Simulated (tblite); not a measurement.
# BCl3GaH3: the cost of one run

Programs: tblite 0.8.0 and PySCF 2.14.0. All values are calculated, for the isolated system unless a continuum is named. Atoms count from 0, parts from 1.

## 1. Starting point

8 atoms, charge 0, multiplicity 1; geometry: rigid parts in contact. Parts: 1 = atoms 0–3, `B`, charge 0; 2 = atoms 4–7, `[Cl][Ga]([Cl])[Cl]`, charge 0.

## 2. Search for minima with GFN2-xTB

The job: settings as JSON, then the geometry in Å.

```
{"job": {"kind": "dock", "xc": "GFN2-xTB", "basis": "xTB"}, "charge": 0, "multiplicity": 1, "parts": [{"atoms": "0-3", "charge": 0, "multiplicity": 1}, {"atoms": "4-7", "charge": 0, "multiplicity": 1}]}
B     -0.000026     0.000027     0.000072
H     -0.370113     1.104083    -0.004191
H     -0.771060    -0.872607    -0.003618
H      1.141199    -0.231504     0.007737
Cl     3.619747    -1.738786    -4.029827
Ga     2.698076     0.014677    -3.366804
Cl     0.621854     0.078003    -3.147992
Cl     3.848314     1.700848    -2.922914
```

Level: GFN2-xTB search for minima from random contacts, gas phase.

On the command line:

```bash
$ OMP_NUM_THREADS=1 python cluster_run.py task.json out
```

This one command runs all jobs of the session in turn.

Q: Estimate the wall time of this first job on 1 thread of Intel Xeon Platinum 8375C at 2.90GHz, shared host.

About 3.8 s.
